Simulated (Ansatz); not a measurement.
Working through harmonic frequencies at the relaxed geometry of C3H5AlS, SMILES S[CH2][Al]1[CH]=[CH]1

With Ansatz's Python interface.

Notebook, run cell by cell (the value of a cell's last expression is shown):

**Cell 1**
```python
import itertools

import ansatz as az
from ase.data import atomic_numbers, covalent_radii
import numpy as np
```

**Cell 2**
```python
geometry = (
    az.Crystal.molecule()
    .atom("S", (-1.6475, -1.8561, -0.9376))
    .atom("C", (-0.1961, -1.6587, 0.056))
    .atom("Al", (0.3841, 0.2433, 0.0625))
    .atom("C", (0.5202, 1.9863, 0.6154))
    .atom("C", (1.2491, 1.7246, -0.5675))
    .atom("H", (-2.4823, -1.077, -0.029))
    .atom("H", (-0.3719, -1.9911, 1.0975))
    .atom("H", (0.6468, -2.2693, -0.388))
    .atom("H", (0.0797, 2.7087, 1.3863))
    .atom("H", (1.901, 2.1381, -1.2926))
)
```

**Cell 3**
```python
job = geometry.calculation().basis(gaussian="def2-SVP").functional("cam_b3lyp")
symbols = [site.symbol for site in geometry.cartesian_sites]
start = np.array([site.position_ang for site in geometry.cartesian_sites], dtype=float)
rep = job.relax(force_tolerance=0.003, max_steps=100).run(threads=1).report
end = np.array(rep["positions_ang"])
```

**Cell 4**
```python
# pairs closer than 1.2 times the sum of covalent radii, before or after
radius = [covalent_radii[atomic_numbers[s]] for s in symbols]
span = lambda where, i, j: np.linalg.norm(where[i] - where[j])
bonded = [(i, j) for i, j in itertools.combinations(range(len(symbols)), 2) if min(span(start, i, j), span(end, i, j)) < 1.2 * (radius[i] + radius[j])]
print("pair        before    after (A)")
for i, j in bonded:
    print(f"{symbols[i]}{i}-{symbols[j]}{j}".ljust(10), f"{span(start, i, j):8.4f} {span(end, i, j):8.4f}")
```
Output:
```text
pair        before    after (A)
S0-C1        1.7700   1.8464
S0-H5        1.4593   1.3497
C1-Al2       1.9885   1.9413
C1-H6        1.1073   1.0982
C1-H7        1.1316   1.0996
Al2-C3       1.8336   1.8562
Al2-C4       1.8274   1.8543
C3-C4        1.4139   1.3701
C3-H8        1.1446   1.0971
C4-H9        1.0591   1.0970
```

**Cell 5**
```python
# frequencies need a stationary point, so they are taken at the relaxed geometry
minimum = az.Crystal.molecule()
for symbol, place in zip(symbols, end):
    minimum = minimum.atom(symbol, place.tolist())
vibrating = (
    minimum.calculation()
    .basis(gaussian="def2-SVP")
    .functional("cam_b3lyp")
    .phonons(temperatures=(298.15, 498.15, 100))
)
vib = vibrating.run(threads=1).report["vibrations"]
sums = vib["harmonic_sums"]
modes = [m["omega_inv_cm"] for m in sums["modes_at_gamma"] if m["rigid_motion"] == "no"]
print("frequencies (1/cm):", " ".join(f"{w:.0f}" for w in modes))
print("imaginary modes:", sum(w < 0 for w in modes), " zero-point energy:", round(sums["zero_point_energy_ev"], 4), "eV")
print("T (K)   F_vib (eV)   S_vib (meV/K)   C_vib (meV/K)")
for row in zip(sums["temperatures_k"], sums["vibrational_free_energy_ev"], vib["entropy_ev_per_k"], vib["heat_capacity_ev_per_k"]):
    print(f"{row[0]:6.1f} {row[1]:11.4f} {1000 * row[2]:13.4f} {1000 * row[3]:15.4f}")
```
Output:
```text
frequencies (1/cm): 65 78 158 184 261 554 611 671 691 707 869 881 952 1054 1104 1151 1199 1406 1469 2708 3100 3143 3162 3167
imaginary modes: 0  zero-point energy: 1.8192 eV
T (K)   F_vib (eV)   S_vib (meV/K)   C_vib (meV/K)
 298.1      1.7097        0.7531          0.7309
 398.1      1.6223        0.9943          0.9396
 498.1      1.5113        1.2234          1.1050
```

What to keep in mind:
- These settings explore the input space; basis and method may be short of convergence.
- The frequencies are harmonic and unscaled, in a modest basis.
- The whole script took 4.8 min on 1 thread of Arm Neoverse V1 (shared host), peak memory 0.35 GiB.
